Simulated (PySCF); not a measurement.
# InO: from the state search to spectroscopic constants

An exercise on one series of results from a longer session: the logs are not shown, and one member is left open.

The runs use PySCF 2.14.0; In x2c-SVPall, O x2c-SVPall, spin-free X2C with a Gaussian nucleus.

Set-up of the first run:

A driver script around PySCF takes these settings:

```
atoms                         : In, O
charge                        : 0
basis                         : In x2c-SVPall, O x2c-SVPall
Hamiltonian                   : spin-free X2C with a Gaussian nucleus
basis functions               : 50
electrons treated             : 57
masses in u                   : 114.9039, 15.9949
levels                        : PBE0, PBE, r²SCAN, BHandHLYP, BLYP, LDA, HF, MP2, SCS-MP2, CCSD, CCSD(T)
grid                          : 80 radial by 434 angular points
occupations                   : held fixed by the projection of orbital angular momentum
dissociation limit            : In + O, each in its ground configuration
starting distance in angstrom : 1.990
values of 2S to try           : 1, 3
```

The run is started by

```
OMP_NUM_THREADS=1 python dia.py task.json out
```

Steps of the session up to this table: Set-up; PBE0 along the bond; Excited determinants; PBE (GGA); r²SCAN (meta-GGA); BHandHLYP; BLYP (GGA); LDA (local density); UHF (mean field); MP2 and coupled cluster.

One table of the session follows, with a row left open; its other results are not shown here.

Energy (eV) from each level's lowest point:

| R (Å) | UHF | UHF-MP2 | UHF-SCS-MP2 | UHF-CCSD | UHF-CCSD(T) |
| --- | --- | --- | --- | --- | --- |
| 1.793 | 0.993 | 1.022 | 1.043 | n/a | n/a |
| 1.877 | 0.421 | 0.444 | 0.458 | 0.459 | 0.472 |
| 1.960 | 0.119 | 0.134 | 0.142 | 0.143 | 0.151 |
| 2.022 | 0.020 | 0.027 | 0.031 | 0.032 | 0.036 |
| 2.085 | 0.000 | 0.000 | 0.000 | 0.000 | 0.000 |
| 2.147 | 0.039 | 0.033 | 0.029 | 0.028 | 0.023 |
| 2.231 | 0.157 | 0.143 | 0.134 | 0.130 | 0.119 |
| 2.335 | ? | ? | ? | ? | ? |
| 2.460 | 0.678 | 0.666 | 0.645 | 0.621 | 0.592 |
| 2.627 | 1.092 | 1.212 | 1.191 | n/a | n/a |

**Question.** Estimate the row for R (Å) = 2.335.

Worked estimate for «UHF». A straight line through the neighbours (2.231, 0.157) and (2.460, 0.678) gives 0.157 + (0.678 − 0.157) × (2.335 − 2.231) / (2.460 − 2.231) = 0.394; a parabola fitted to 4 rows on both sides gives 0.384.

**Answer.** UHF: 0.372; UHF-MP2: 0.352; UHF-SCS-MP2: 0.338; UHF-CCSD: 0.329; UHF-CCSD(T): 0.309. In «UHF» the line misses by +0.022 and the parabola by +0.012.

Limits of these values: Lowest PBE0 solution found, without spin–orbit coupling: ²Π (doublet), unpaired electrons π ↑. At some levels the lowest empty orbital lies below the highest filled one (the two can be of opposite spin). Warnings in the runs' records: inverted.
